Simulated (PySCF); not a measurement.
# BHLYP/def2-SVP run of AlH2BrO2 (SMILES [OH][Al]([OH])[Br])

Aim: the energy change on altering one bond length of AlH2BrO2 at BHLYP/def2-SVP, from 2 runs. Input form: a Python script.

The results are computed with PySCF 2.14.0.

6 further runs of the same task are left out: 3 for a known fault of the program, 3 set aside as unsound or not needed.

## 1. The molecule

AlH2BrO2: 6 atoms, total charge 0, spin state singlet. SMILES: `[OH][Al]([OH])[Br]`. The shape is that of a PBE0-D4/def2-TZVP optimisation. This is one conformer, not always the lowest.

Bond lengths: O1–Al2 1.680 Å, Al2–O3 1.680 Å, Al2–Br4 2.252 Å, O1–H5 0.956 Å, O3–H6 0.956 Å. Angles: O1–Al2–O3 118.2°, O1–Al2–Br4 120.9°, O3–Al2–Br4 120.9°, Al2–O1–H5 122.6°, Al2–O3–H6 122.6°.

## 2. The energy at BHLYP/def2-SVP

calc.py

```python
from pyscf import gto, dft

system = gto.Mole()
system.atom = '''
O       -0.080200       1.421100      -0.824900
Al      -0.029700      -0.053500      -0.021600
O        1.110100      -0.254800       1.196000
Br      -1.450800      -1.714400      -0.562000
H       -0.702100       1.604000      -1.526900
H        1.194600      -1.066400       1.693300
'''
system.max_memory = 1860
system.spin = 0
system.charge = 0
system.basis = 'def2-svp'
system.verbose = 4
system.build()

calc0 = dft.RKS(system, xc='bhandhlyp')
calc0.conv_tol = 1e-10
calc0.grids.level = 5
calc0.kernel()
if not calc0.converged:
    calc0 = calc0.newton().run(calc0.mo_coeff, calc0.mo_occ)

e_final = calc0.e_tot
print('E = %.10f Eh' % e_final)
```

Started as:

```sh
OMP_NUM_THREADS=1 python calc.py
```

Log:

```text
PySCF version 2.14.0

[INPUT] num. atoms = 6
[INPUT] num. electrons = 66
[INPUT] charge = 0
[INPUT] spin (= nelec alpha-beta = 2S) = 0
[INPUT] symmetry False subgroup None
[INPUT] Mole.unit = angstrom
[INPUT] Symbol           X                Y                Z      unit          X                Y                Z       unit  Magmom
[INPUT]  1 O     -0.080200000000   1.421100000000  -0.824900000000 AA   -0.151556035190   2.685489795619  -1.558835080154 Bohr   0.0
[INPUT]  2 Al    -0.029700000000  -0.053500000000  -0.021600000000 AA   -0.056124865900  -0.101100347664  -0.040818084291 Bohr   0.0
[INPUT]  3 O      1.110100000000  -0.254800000000   1.196000000000 AA    2.097784970880  -0.481502216539   2.260112444980 Bohr   0.0
[INPUT]  4 Br    -1.450800000000  -1.714400000000  -0.562000000000 AA   -2.741614661519  -3.239746467954  -1.062026082006 Bohr   0.0
[INPUT]  5 H     -0.702100000000   1.604000000000  -1.526900000000 AA   -1.326776712057   3.031120703802  -2.885422819598 Bohr   0.0
[INPUT]  6 H      1.194600000000  -1.066400000000   1.693300000000 AA    2.257466828405  -2.015203939236   3.199873246726 Bohr   0.0

nuclear repulsion = 298.129635661897
number of shells = 38
number of NR pGTOs = 172
number of NR cGTOs = 88
basis = def2-svp
ecp = {}

******** <class 'pyscf.dft.rks.RKS'> ********
method = RKS
initial guess = minao
damping factor = 0
level_shift factor = 0
DIIS = <class 'pyscf.scf.diis.CDIIS'>
diis_start_cycle = 1
diis_space = 8
diis_damp = 0
SCF conv_tol = 1e-10
SCF conv_tol_grad = None
SCF max_cycles = 50
direct_scf = True
direct_scf_tol = 1e-13
XC library pyscf.dft.libxc version 7.0.0
    S. Lehtola, C. Steigemann, M. J.T. Oliveira, and M. A.L. Marques.,  SoftwareX 7, 1–5 (2018)
XC functionals = bhandhlyp
    Defined through Gaussian implementation.
radial grids:
    Treutler-Ahlrichs [JCP 102, 346 (1995); DOI:10.1063/1.469408] (M4) radial grids

becke partition: Becke, JCP 88, 2547 (1988); DOI:10.1063/1.454033
pruning grids: <function nwchem_prune>
grids dens level: 5
symmetrized grids: False
atomic radii adjust function: <function treutler_atomic_radii_adjust>
small_rho_cutoff = 0
Set gradient conv threshold to 1e-05
Initial guess from minao.
tot grids = 220824
init E= -2966.89909009204
  HOMO = -0.38048031440259  LUMO = -0.0783672435421479  gap/eV = 8.22092
cycle= 1 E= -2967.65681298595  delta_E= -0.758  |g|= 0.942  |ddm|= 2.54
  HOMO = -0.246800753342674  LUMO = 0.01608451491966  gap/eV = 7.15347
cycle= 2 E= -2967.57622025435  delta_E= 0.0806  |g|= 1.15  |ddm|=  1.4
  HOMO = -0.347363088493766  LUMO = 0.00464406025254993  gap/eV = 9.57860
cycle= 3 E= -2967.82832431057  delta_E= -0.252  |g|= 0.0516  |ddm|= 0.816
  HOMO = -0.359241361386017  LUMO = 0.00684985615850042  gap/eV = 9.96185
cycle= 4 E= -2967.82892384445  delta_E= -0.0006  |g|= 0.0201  |ddm|= 0.075
  HOMO = -0.356090970409964  LUMO = 0.00666569874213074  gap/eV = 9.87111
cycle= 5 E= -2967.8289998308  delta_E= -7.6e-05  |g|= 0.00417  |ddm|= 0.0239
  HOMO = -0.35595931257837  LUMO = 0.0068947667636996  gap/eV = 9.87376
cycle= 6 E= -2967.82900256166  delta_E= -2.73e-06  |g|= 0.00038  |ddm|= 0.00385
  HOMO = -0.355987106108722  LUMO = 0.00685617119709869  gap/eV = 9.87347
cycle= 7 E= -2967.82900265848  delta_E= -9.68e-08  |g|= 5.81e-05  |ddm|= 0.000977
  HOMO = -0.355993002647142  LUMO = 0.00685493787186209  gap/eV = 9.87360
cycle= 8 E= -2967.82900266086  delta_E= -2.38e-09  |g|= 1.43e-05  |ddm|= 0.000142
  HOMO = -0.355995499099702  LUMO = 0.00685435027412407  gap/eV = 9.87365
cycle= 9 E= -2967.82900266096  delta_E= -1.06e-10  |g|= 4.03e-06  |ddm|= 2.85e-05
  HOMO = -0.35599592269605  LUMO = 0.0068541791832808  gap/eV = 9.87365
cycle= 10 E= -2967.82900266098  delta_E= -1.46e-11  |g|= 2.44e-06  |ddm|= 5.48e-06
  HOMO = -0.355995820953845  LUMO = 0.00685429567887308  gap/eV = 9.87365
Extra cycle  E= -2967.82900266096  delta_E= 2.14e-11  |g|= 2.85e-06  |ddm|= 3.64e-06
converged SCF energy = -2967.82900266096
E = -2967.8290026610 Eh
```

Run time: 15 s. Hardware: 1 thread of Arm Neoverse V2, shared host; peak memory 0.46 GiB.

## 3. The distorted shape

input.py

```python
from pyscf import gto, dft

system = gto.M(
    atom='''
O     -0.231401     3.452378    -2.028738
Al    -0.135970     0.665788    -0.510721
O      2.017940     0.285386     1.790209
Br    -2.821459    -2.472858    -1.531929
H     -1.406621     3.798009    -3.355326
H      2.257467    -2.015204     3.199873
''',
    verbose=3,
    unit='bohr',
    basis='def2-svp',
    spin=0,
    max_memory=1860,
    charge=0,
)

mf = dft.RKS(system)
mf.xc = 'bhandhlyp'
mf.conv_tol = 1e-10
mf.grids.level = 5
mf.kernel()
if not mf.converged:
    mf = mf.newton().run(mf.mo_coeff, mf.mo_occ)

e_final = mf.e_tot
print(f'total energy: {e_final:.8f} hartree')
```

Started as:

```sh
OMP_NUM_THREADS=1 python input.py
```

Log:

```text
converged SCF energy = -2967.7304180422
total energy: -2967.73041804 hartree
```

It took 17 s on 1 thread of Arm Neoverse V2, shared host; peak memory 0.46 GiB.

## 4. Outcome

Level: BHLYP/def2-SVP.

| quantity | value |
| --- | --- |
| first shape: total energy | -2967.82900 Eh |
| first shape: dipole moment | 1.00 D |
| first shape: HOMO energy | -9.69 eV |
| first shape: LUMO energy | 0.19 eV |
| first shape: HOMO–LUMO gap | 9.87 eV |
| distorted shape: total energy | -2967.73042 Eh |
| distorted shape: dipole moment | 1.22 D |
| distorted shape: HOMO energy | -9.58 eV |
| distorted shape: LUMO energy | -1.02 eV |
| distorted shape: HOMO–LUMO gap | 8.55 eV |
| energy change with the O3–H6 bond stretched from 0.956 to 1.433 Å | 2.683 eV |

**Reading.** With the O3–H6 bond stretched from 0.956 to 1.433 Å the energy rises by 2.68 eV (62 kcal/mol). The first shape isn't relaxed at this level, so the change isn't measured from a minimum.
